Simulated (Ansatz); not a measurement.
**C₂H₁₀AlOP: up Jacob's ladder to CCSD(T)**

An exercise on one series of results from a longer session: the logs are not shown, and one member is left open.

Method: functionals in def2-TZVPP, the program's frozen cores in correlated methods; program: Ansatz 0.2.0, Gaussian basis.

Plan: LDA (SPW92), PBE-D4, revPBE-D4, BLYP-D4, r2SCAN-D4, B97M-V, PBE0-D4, B3LYP-D4, r2SCANh-D4, r2SCAN0-D4, HSE06-D4, BHLYP-D4, CAM-B3LYP-D4, LC-ωPBE, ωB97X-V, ωB97M-V, B2PLYP, PBE-QIDH; CCSD(T)/def2-SVP; CCSD(T)/def2-TZVPP; MP2/def2-QZVPP; extrapolation to the limit; RPA on PBE.

### Structure used throughout

An earlier PBE0-D4 in a triple-zeta def2 set relaxation fixed the geometry.

SMILES `[CH3][Al-]([CH3])([OH])[PH3+]`, 15 atoms, charge 0, spin multiplicity 1.

Atoms are counted from 1 here; the program's logs count them from 0.

Bond lengths: C1–Al2 1.960 Å, C1–H6 1.095 Å, C1–H7 1.096 Å, C1–H8 1.094 Å, Al2–C3 1.967 Å, Al2–O4 1.730 Å, Al2–P5 2.617 Å, C3–H9 1.095 Å, C3–H10 1.096 Å, C3–H11 1.095 Å, O4–H12 0.955 Å, P5–H13 1.413 Å, P5–H14 1.411 Å, P5–H15 1.410 Å. Angles: Al2–C1–H6 112.6°, Al2–C1–H7 110.5°, Al2–C1–H8 112.1°, H6–C1–H7 106.7°, H6–C1–H8 107.9°, H7–C1–H8 106.7°, C1–Al2–C3 121.8°, C1–Al2–O4 114.7°, C1–Al2–P5 98.5°, C3–Al2–O4 118.6°, C3–Al2–P5 101.2°, O4–Al2–P5 91.9°, Al2–C3–H9 113.1°, Al2–C3–H10 110.7°, Al2–C3–H11 111.9°, H9–C3–H10 106.8°, H9–C3–H11 107.4°, H10–C3–H11 106.5° and more.

The first run:

The input, in.yaml:

```yaml
crystal:
  periodic: [false, false, false]
  atoms:
    - {symbol: C, position_ang: [-1.773403, -0.023418, 1.069031]}
    - {symbol: Al, position_ang: [-0.170278, -0.633798, 0.120985]}
    - {symbol: C, position_ang: [1.565198, -0.814906, 1.028021]}
    - {symbol: O, position_ang: [-0.482391, -1.607879, -1.274180]}
    - {symbol: P, position_ang: [0.244537, 1.492489, -1.346579]}
    - {symbol: H, position_ang: [-1.595066, 0.880918, 1.660056]}
    - {symbol: H, position_ang: [-2.121902, -0.792111, 1.767841]}
    - {symbol: H, position_ang: [-2.602983, 0.180714, 0.385458]}
    - {symbol: H, position_ang: [2.404105, -0.923883, 0.333131]}
    - {symbol: H, position_ang: [1.573774, -1.699091, 1.675589]}
    - {symbol: H, position_ang: [1.781847, 0.044436, 1.671416]}
    - {symbol: H, position_ang: [0.187472, -2.185950, -1.634252]}
    - {symbol: H, position_ang: [0.510736, 2.803601, -0.892365]}
    - {symbol: H, position_ang: [1.271034, 1.420523, -2.312204]}
    - {symbol: H, position_ang: [-0.814479, 1.807755, -2.222748]}
basis:
  gaussian: {orbitals: def2-TZVPP}
hamiltonian: {xc: lda}
output: {orbitals: {seedname: orbitals}}
```

Launch:

```
$ ansatz run in.yaml --threads 4 --pin off --events-out ev --progress --plain --max-ram 11315MiB
```

Among the steps run: LDA; PBE-D4 (GGA); revPBE-D4 (GGA); BLYP-D4 (GGA); r2SCAN-D4 (meta-GGA); B97M-V (meta-GGA); B3LYP-D4 (hybrid); r2SCANh-D4 (hybrid); r2SCAN0-D4 (hybrid); HSE06-D4 (hybrid); BHLYP-D4 (hybrid); CAM-B3LYP-D4 (range-separated); LC-ωPBE (range-separated); ωB97X-V (range-separated); ωB97M-V (range-separated); B2PLYP (double hybrid); PBE-QIDH (double hybrid).

One table of the session follows, with a row left open; its other results are not shown here.

It belongs to the step «Orbital energies across the functionals». 

| functional | HOMO (eV) | gap (eV) |
| --- | --- | --- |
| LDA (SPW92) | -5.95 | 4.87 |
| PBE-D4 | -5.82 | 4.86 |
| revPBE-D4 | -5.76 | 4.87 |
| BLYP-D4 | ? | ? |
| r2SCAN-D4 | -6.07 | 5.38 |
| B97M-V | -6.17 | 5.31 |
| PBE0-D4 | -7.09 | 7.04 |
| B3LYP-D4 | -6.89 | 6.60 |
| r2SCANh-D4 | -6.55 | 6.18 |
| r2SCAN0-D4 | -7.27 | 7.38 |
| HSE06-D4 | -6.69 | 6.26 |
| BHLYP-D4 | -8.30 | 9.19 |
| CAM-B3LYP-D4 | -8.48 | 9.51 |
| LC-ωPBE | -9.83 | 12.05 |
| ωB97X-V | -9.48 | 11.53 |
| ωB97M-V | -9.36 | 11.15 |

Estimate the missing values for BLYP-D4.

Worked estimate for «HOMO (eV)». Against the share of exact exchange, B3LYP-D4 (0.2, -6.89), BHLYP-D4 (0.5, -8.30) give a slope of -4.70 per unit share; at 0 the line stands at -5.95.

As computed: HOMO (eV): -5.71; gap (eV): 4.86. In «HOMO (eV)» the line misses by -0.24.
